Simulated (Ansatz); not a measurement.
# CH3BClF: molecular dynamics

Aim: follow the molecule's vibrations and see whether its bonds hold. The start is relaxed first. Runs: 500 steps of 0.5 fs at constant energy, with velocities drawn for 200 K. SMILES of the start: CB(F)Cl.

Method: RKS B3LYP/6-31G*, in Ansatz 0.2.0.

### 1 Starting point

Bond lengths: B1–C2 1.600 Å, C2–H3 1.110 Å, C2–H4 1.110 Å, C2–H5 1.110 Å, B1–Cl6 1.860 Å, B1–F7 1.320 Å. Angles: B1–C2–H3 109.5°, B1–C2–H4 109.5°, B1–C2–H5 109.5°, H3–C2–H4 109.4°, H3–C2–H5 109.4°, H4–C2–H5 109.4°, C2–B1–Cl6 120.0°, C2–B1–F7 120.0°, Cl6–B1–F7 120.0°.

Structure file:

```xyz
7

B     0.0000    0.0000    0.0000
C     0.0000    0.0000    1.6000
H    -0.9996   -0.3092    1.9705
H     0.7676   -0.7111    1.9705
H     0.2320    1.0203    1.9705
Cl    1.6108    0.0000   -0.9300
F    -1.1431    0.0000   -0.6600
```

### 2 Preparing the start

The input, input.yaml:

```yaml
crystal:
  periodic: [false, false, false]
  atoms:
    - { symbol: B, position_ang: [0.0, 0.0, 0.0] }
    - { symbol: C, position_ang: [0.0, 0.0, 1.6] }
    - { symbol: H, position_ang: [-0.9996, -0.3092, 1.9705] }
    - { symbol: H, position_ang: [0.7676, -0.7111, 1.9705] }
    - { symbol: H, position_ang: [0.232, 1.0203, 1.9705] }
    - { symbol: Cl, position_ang: [1.6108, 0.0, -0.93] }
    - { symbol: F, position_ang: [-1.1431, 0.0, -0.66] }
basis:
  gaussian: { orbitals: "6-31G*" }
hamiltonian:
  xc: b3lyp
relax:
  f_tol: 0.02
  max_steps: 40
output:
  orbitals: {}
```

Command:

```bash
$ ansatz run input.yaml --threads 2 --pin off --max-ram 3072MiB --backend cpu --events-out ev --progress --plain --runs-dir out
```

Output, cut to the lines that bear on the results:

```text
Warning: RAYON_NUM_THREADS=2 ignored (pool sized by the plan → 2); use --threads N
[...]
Functional definition: B3LYP
[...]
757 factors; integrals over basis functions are off by at most 4.1e-4 eV
[...]
mean field -17004.70748788 eV, -624.9114739749 hartree, gradient 2.5e-5 eV, S^2 0.000000; 0 other end points of the search recorded, 0 dependent functions left out
[...]
reference -17004.70766410 eV, -624.9114804507 hartree; 20, 20 occupied and 50, 50 virtual orbitals, 757 factors
relax step   1: F+E_penalty+E_count = -17004.70748788 eV  Δ(F+E_penalty+E_count) = +0.000e0 eV  max|allowed force component| = 1.421e0 eV/Å  Δτ_max = 0.0000 Å  (25 SCF iters, accepted)
[...]
relax step   6: F+E_penalty+E_count = -17004.82781018 eV  Δ(F+E_penalty+E_count) = -2.647e-3 eV  max|allowed force component| = 3.629e-2 eV/Å  Δτ_max = 0.0191 Å  (24 SCF iters, accepted)
[...]
relax step   7: F+E_penalty+E_count = -17004.82807586 eV  Δ(F+E_penalty+E_count) = -2.657e-4 eV  max|allowed force component| = 1.462e-2 eV/Å  Δτ_max = 0.0170 Å  (25 SCF iters, accepted)
757 factors; integrals over basis functions are off by at most 3.8e-4 eV
mean field -17004.82807586 eV, -624.9159055013 hartree, gradient 8.0e-5 eV, S^2 0.000000; 1 other end points of the search recorded, 0 dependent functions left out
[...]
reference -17004.82824977 eV, -624.9159118926 hartree; 20, 20 occupied and 50, 50 virtual orbitals, 757 factors
Total energy: -17004.82824977 eV, -624.9159118926 hartree
Atom 0 at     0.013529    -0.010628     0.017553 Å, force     0.008298    -0.004677    -0.000885 eV/Å
Atom 1 at    -0.001061    -0.017693     1.579343 Å, force     0.000758     0.004828     0.014622 eV/Å
Atom 2 at    -0.986846    -0.275207     1.979409 Å, force     0.005361     0.001562    -0.000649 eV/Å
Atom 3 at     0.747840    -0.701797     1.993038 Å, force    -0.006665     0.002283    -0.009089 eV/Å
Atom 4 at     0.261122     0.983512     1.950458 Å, force    -0.002355    -0.005675    -0.003842 eV/Å
Atom 5 at     1.534942     0.036467    -0.903760 Å, force    -0.001307     0.001528     0.001940 eV/Å
Atom 6 at    -1.101826    -0.014653    -0.694541 Å, force    -0.004090     0.000150    -0.002097 eV/Å
Dipole moment:    -0.089602     0.004221     0.346740 e Å
```

Wall time 20 s (2 threads of Arm Neoverse N1, shared host); peak memory 0.16 GiB.

Relaxation path:

| step | energy from step 1 (eV) | largest force component (eV/Å) |
| --- | --- | --- |
| 1 | 0.0000 | 1.4213 |
| 2 | -0.0997 | 0.6742 |
| 3x | -0.0996 | 0.6829 |
| 4 | -0.1177 | 0.2073 |
| 5x | -0.1071 | 0.7061 |
| 6 | -0.1203 | 0.0363 |
| 7 | -0.1206 | 0.0146 |

Step 1 is the start. 2 steps were tried and not accepted (marked x).

After: Bond lengths: B1–C2 1.562 Å, C2–H3 1.095 Å, C2–H4 1.095 Å, C2–H5 1.099 Å, B1–Cl6 1.779 Å, B1–F7 1.323 Å. Angles: B1–C2–H3 112.0°, B1–C2–H4 112.0°, B1–C2–H5 109.3°, H3–C2–H4 109.3°, H3–C2–H5 107.8°, H4–C2–H5 106.2°, C2–B1–Cl6 121.7°, C2–B1–F7 122.0°, Cl6–B1–F7 116.2°.

### 3 The run

500 steps of 0.5 fs at constant energy, with velocities drawn for 200 K, from the relaxed start.

The input, input.yaml:

```yaml
crystal:
  periodic: [false, false, false]
  atoms:
    - { symbol: B, position_ang: [0.013529, -0.010628, 0.017553] }
    - { symbol: C, position_ang: [-0.001061, -0.017693, 1.579343] }
    - { symbol: H, position_ang: [-0.986846, -0.275207, 1.979409] }
    - { symbol: H, position_ang: [0.74784, -0.701797, 1.993038] }
    - { symbol: H, position_ang: [0.261122, 0.983512, 1.950458] }
    - { symbol: Cl, position_ang: [1.534942, 0.036467, -0.90376] }
    - { symbol: F, position_ang: [-1.101826, -0.014653, -0.694541] }
basis:
  gaussian: { orbitals: "6-31G*" }
hamiltonian:
  xc: b3lyp
md:
  timestep: 0.5
  n_steps: 500
  ensemble: nve
  temperature: 200.0
  initial_velocities: maxwell_boltzmann
  seed: 210457
```

Command:

```bash
$ ansatz run input.yaml --threads 2 --pin off --max-ram 3072MiB --backend cpu --events-out ev --progress --plain --runs-dir out
```

Output, cut to the lines that bear on the results:

```text
Warning: RAYON_NUM_THREADS=2 ignored (pool sized by the plan → 2); use --threads N
[...]
[... 1 set-up line as earlier in the session ...]
[...]
755 factors; integrals over basis functions are off by at most 3.9e-4 eV
[...]
mean field -17004.82808235 eV, -624.9159057399 hartree, gradient 1.3e-5 eV, S^2 0.000000; 0 other end points of the search recorded, 0 dependent functions left out
[...]
reference -17004.82825572 eV, -624.9159121113 hartree; 20, 20 occupied and 50, 50 virtual orbitals, 755 factors
md step     0: t =     0.00 fs  T =   200.0 K  F+E_penalty+E_count = -17004.82808235 eV  E_kin = 0.129260 eV  conserved = -17004.69882235 eV  (24 SCF iters)
[...]
md step    20: t =    10.00 fs  T =    87.1 K  F+E_penalty+E_count = -17004.75497734 eV  E_kin = 0.056308 eV  conserved = -17004.69866957 eV  (23 SCF iters)
[...]
md step    40: t =    20.00 fs  T =    93.1 K  F+E_penalty+E_count = -17004.75873714 eV  E_kin = 0.060159 eV  conserved = -17004.69857830 eV  (23 SCF iters)
[...]
md step    60: t =    30.00 fs  T =    82.9 K  F+E_penalty+E_count = -17004.75207272 eV  E_kin = 0.053609 eV  conserved = -17004.69846373 eV  (23 SCF iters)
[...]
md step    79: t =    39.50 fs  T =    76.1 K  F+E_penalty+E_count = -17004.74757963 eV  E_kin = 0.049167 eV  conserved = -17004.69841289 eV  (23 SCF iters)
md step    80: t =    40.00 fs  T =    75.4 K  F+E_penalty+E_count = -17004.74714574 eV  E_kin = 0.048739 eV  conserved = -17004.69840641 eV  (23 SCF iters)
```

### 4 The output, continued: dynamics from the start

Output, continued, cut to the lines that bear on the results:

```text
md step    81: t =    40.50 fs  T =    78.5 K  F+E_penalty+E_count = -17004.74915204 eV  E_kin = 0.050712 eV  conserved = -17004.69844029 eV  (22 SCF iters)
[...]
md step   106: t =    53.00 fs  T =   149.0 K  F+E_penalty+E_count = -17004.79497979 eV  E_kin = 0.096280 eV  conserved = -17004.69869952 eV  (23 SCF iters)
[...]
md step   131: t =    65.50 fs  T =    57.5 K  F+E_penalty+E_count = -17004.73563615 eV  E_kin = 0.037151 eV  conserved = -17004.69848565 eV  (23 SCF iters)
[...]
md step   156: t =    78.00 fs  T =   121.1 K  F+E_penalty+E_count = -17004.77677636 eV  E_kin = 0.078246 eV  conserved = -17004.69852991 eV  (23 SCF iters)
[...]
md step   181: t =    90.50 fs  T =   110.1 K  F+E_penalty+E_count = -17004.76982944 eV  E_kin = 0.071139 eV  conserved = -17004.69869021 eV  (23 SCF iters)
md step   182: t =    91.00 fs  T =   109.7 K  F+E_penalty+E_count = -17004.76955465 eV  E_kin = 0.070899 eV  conserved = -17004.69865536 eV  (23 SCF iters)
md step   183: t =    91.50 fs  T =   107.1 K  F+E_penalty+E_count = -17004.76781971 eV  E_kin = 0.069216 eV  conserved = -17004.69860335 eV  (23 SCF iters)
```

### 5 More of the same log: dynamics from the start

The log, continued, cut to the lines that bear on the results:

```text
md step   184: t =    92.00 fs  T =   103.4 K  F+E_penalty+E_count = -17004.76540771 eV  E_kin = 0.066853 eV  conserved = -17004.69855493 eV  (23 SCF iters)
[...]
md step   205: t =   102.50 fs  T =    69.1 K  F+E_penalty+E_count = -17004.74317263 eV  E_kin = 0.044661 eV  conserved = -17004.69851183 eV  (23 SCF iters)
[...]
md step   226: t =   113.00 fs  T =   139.1 K  F+E_penalty+E_count = -17004.78850852 eV  E_kin = 0.089929 eV  conserved = -17004.69857934 eV  (23 SCF iters)
[...]
md step   247: t =   123.50 fs  T =    87.3 K  F+E_penalty+E_count = -17004.75495838 eV  E_kin = 0.056400 eV  conserved = -17004.69855817 eV  (23 SCF iters)
[...]
md step   499: t =   249.50 fs  T =    82.8 K  F+E_penalty+E_count = -17004.75192793 eV  E_kin = 0.053485 eV  conserved = -17004.69844315 eV  (24 SCF iters)
[...]
md step   500: t =   250.00 fs  T =    82.9 K  F+E_penalty+E_count = -17004.75209368 eV  E_kin = 0.053607 eV  conserved = -17004.69848676 eV  (25 SCF iters)
Total energy: -17004.75226457 eV, -624.9131194877 hartree
Atom 0 at    -0.014250     0.037371     0.026894 Å, force     0.746188    -0.315792    -0.409703 eV/Å
Atom 1 at     0.065044    -0.028072     1.590285 Å, force    -1.532063     0.681042    -0.304007 eV/Å
Atom 2 at    -0.421437    -0.949180     1.915299 Å, force    -0.109047    -0.234043     0.161515 eV/Å
Atom 3 at     1.057049     0.006517     2.006017 Å, force     0.471958     0.101158     0.062076 eV/Å
Atom 4 at    -0.559441     0.798396     2.010515 Å, force     0.405226    -0.424548    -0.048344 eV/Å
Atom 5 at     1.522024     0.004875    -0.891273 Å, force    -0.038299     0.084981    -0.108556 eV/Å
Atom 6 at    -1.106576     0.031545    -0.730548 Å, force     0.056036     0.107201     0.647018 eV/Å
Dipole moment:    -0.143866     0.001050     0.380188 e Å
```

Wall time 17 min (2 threads of Arm Neoverse N1, shared host); peak memory 0.13 GiB.

### 6 The trajectory

One step in 26; energies are changes from step 0:

| time (fs) | T (K) | potential energy change (meV/atom) | total energy change (meV/atom) |
| --- | --- | --- | --- |
| 0.0 | 200 | 0.0 | 0.00 |
| 13.0 | 74 | 11.7 | 0.06 |
| 26.0 | 97 | 9.5 | 0.01 |
| 39.0 | 80 | 11.1 | 0.05 |
| 52.0 | 133 | 6.2 | 0.04 |
| 65.0 | 67 | 12.3 | 0.03 |
| 78.0 | 121 | 7.3 | 0.04 |
| 91.0 | 110 | 8.4 | 0.02 |
| 104.0 | 81 | 11.0 | 0.05 |
| 117.0 | 110 | 8.4 | 0.03 |
| 130.0 | 107 | 8.6 | 0.04 |
| 143.0 | 85 | 10.7 | 0.03 |
| 156.0 | 72 | 11.9 | 0.04 |
| 169.0 | 157 | 4.0 | 0.03 |
| 182.0 | 104 | 8.9 | 0.03 |
| 195.0 | 75 | 11.6 | 0.04 |
| 208.0 | 57 | 13.2 | 0.04 |
| 221.0 | 150 | 4.7 | 0.03 |
| 234.0 | 70 | 12.0 | 0.04 |
| 247.0 | 115 | 7.9 | 0.02 |
| 250.0 | 83 | 10.9 | 0.05 |

time (fs), T (K) and a bar:
```
      0.0        200 ##############################
     11.0         92 #########
     21.5        103 ###########
     32.5        105 ###########
     43.5        100 ##########
     54.5        151 ####################
     65.0         67 ####
     76.0        124 ###############
     87.0         81 ######
     98.0         61 ###
    108.5        135 #################
    119.5         89 ########
    130.5        109 ############
    141.5         88 ########
    152.0         74 #####
    163.0        110 ############
    174.0        108 ############
    185.0        122 ###############
    195.5         76 #####
    206.5         49 
    217.5        123 ###############
    228.5        128 ################
    239.0         70 ####
    250.0         83 #######
```

Maxima of the velocity power spectrum (cm⁻¹, relative height; resolution about 270 cm⁻¹): 330 (100), 600 (91), 900 (70), 1400 (10), 3100 (45).

### 7 Frames from the trajectory

Extended XYZ, with forces in eV/Å:

```xyz
7
time_fs=31.0 T=98 dE=0.0663
B    -0.018   -0.005   -0.003    0.083   -0.217   -0.333
C     0.052   -0.026    1.560   -1.034    0.143    0.307
H    -0.894   -0.407    2.005    0.509    0.057   -0.187
H     0.911   -0.556    1.984   -0.072   -0.008   -0.180
H     0.123    1.020    1.906    0.092   -0.070   -0.046
Cl    1.558    0.031   -0.884   -0.644    0.034   -0.091
F    -1.166   -0.005   -0.706    1.065    0.060    0.530
7
time_fs=62.5 T=95 dE=0.0681
B     0.045   -0.010    0.032   -0.170   -0.221    0.097
C     0.006   -0.026    1.590   -1.008   -0.103    0.059
H    -0.952   -0.523    1.888    0.681    0.355    0.078
H     0.852   -0.468    2.127   -0.052    0.028   -0.241
H    -0.073    1.034    1.889   -0.018   -0.133    0.180
Cl    1.506    0.027   -0.909    0.985    0.037   -0.376
F    -1.059    0.005   -0.699   -0.418    0.037    0.204
7
time_fs=94.0 T=95 dE=0.0683
B     0.017    0.005    0.048    0.465   -0.181   -0.369
C    -0.057   -0.024    1.623   -0.417   -0.425   -0.092
H    -0.939   -0.633    1.958    0.659    0.384   -0.305
H     0.847   -0.395    2.117   -0.064    0.072   -0.083
H    -0.252    0.994    1.987    0.072    0.060    0.014
Cl    1.564    0.023   -0.948   -0.928    0.024    0.784
F    -1.102    0.008   -0.663    0.214    0.066    0.051
7
time_fs=125.0 T=86 dE=0.0741
B     0.019   -0.022    0.003    0.185    0.132   -0.320
C     0.015   -0.021    1.517   -0.341   -0.768    1.452
H    -0.732   -0.730    1.949    0.392    0.415   -0.287
H     0.992   -0.240    1.935    0.196   -0.104    0.198
H    -0.264    0.968    1.873   -0.182    0.397    0.130
Cl    1.530    0.021   -0.889    0.398   -0.027   -0.502
F    -1.105    0.024   -0.665   -0.649   -0.044   -0.672
7
time_fs=156.0 T=72 dE=0.0833
B    -0.022    0.003    0.038    0.678    0.123   -0.276
C     0.024   -0.017    1.615   -0.277   -0.712   -0.762
H    -0.593   -0.834    2.036    0.080    0.324   -0.130
H     1.053   -0.189    1.886    0.444   -0.074    0.427
H    -0.292    0.920    2.057   -0.251    0.371    0.124
Cl    1.529    0.015   -0.906   -0.367   -0.010    0.310
F    -1.094    0.023   -0.728   -0.306   -0.023    0.307
7
time_fs=187.5 T=124 dE=0.0491
B     0.050    0.000    0.035    0.139    0.106   -0.520
C    -0.048   -0.019    1.566   -0.356   -0.355    0.155
H    -0.731   -0.844    1.819    0.059    0.049    0.155
H     0.872   -0.137    2.106    0.541   -0.015    0.330
H    -0.554    0.893    1.883   -0.076    0.239    0.184
Cl    1.545    0.015   -0.935   -0.111   -0.022    0.155
F    -1.089    0.026   -0.632   -0.196   -0.001   -0.459
7
time_fs=219.0 T=144 dE=0.0366
B     0.027   -0.005    0.044    0.282    0.120   -0.633
C    -0.020   -0.025    1.603   -0.863    0.219   -0.288
H    -0.632   -0.877    1.917   -0.003   -0.165    0.088
H     0.908   -0.034    2.145    0.607   -0.061    0.089
H    -0.598    0.856    1.926    0.074   -0.019   -0.001
Cl    1.545    0.013   -0.933   -0.428   -0.035    0.397
F    -1.098    0.034   -0.673    0.331   -0.060    0.348
7
time_fs=250.0 T=83 dE=0.0760
B    -0.014    0.037    0.027    0.746   -0.316   -0.410
C     0.065   -0.028    1.590   -1.532    0.681   -0.304
H    -0.421   -0.949    1.915   -0.109   -0.234    0.162
H     1.057    0.006    2.006    0.472    0.101    0.062
H    -0.559    0.798    2.010    0.405   -0.424   -0.048
Cl    1.522    0.005   -0.891   -0.038    0.085   -0.109
F    -1.107    0.032   -0.731    0.056    0.107    0.647
```

### 8 Outcome

```
                          quantity                        value
           relaxation of the start      4 moves, 0.121 eV lower
                            length          500 steps of 0.5 fs
  temperature, first and last step                 200 and 83 K
          temperature, second half  mean 99 K, from 49 to 160 K
     potential energy, second half   +9 meV/atom from the start
largest change of the total energy                0.07 meV/atom
            bonds formed or broken                            0
```

In words: The temperature starts at 200 K and averages 99 K in the second half, where it ranges from 49 to 160 K; a mean near half the start is what vibrations about a minimum give, since they share energy equally between motion and strain. The total energy strays from its start by at most 0.07 meV/atom, 0.7 % of the mean kinetic energy, so a step of 0.5 fs is short enough over this time. The bonding pattern survives the run. A run of 250 fs with 7 atoms shows the motion but fixes no equilibrium value. The nuclei move classically, without zero-point motion, which matters most for hydrogen.
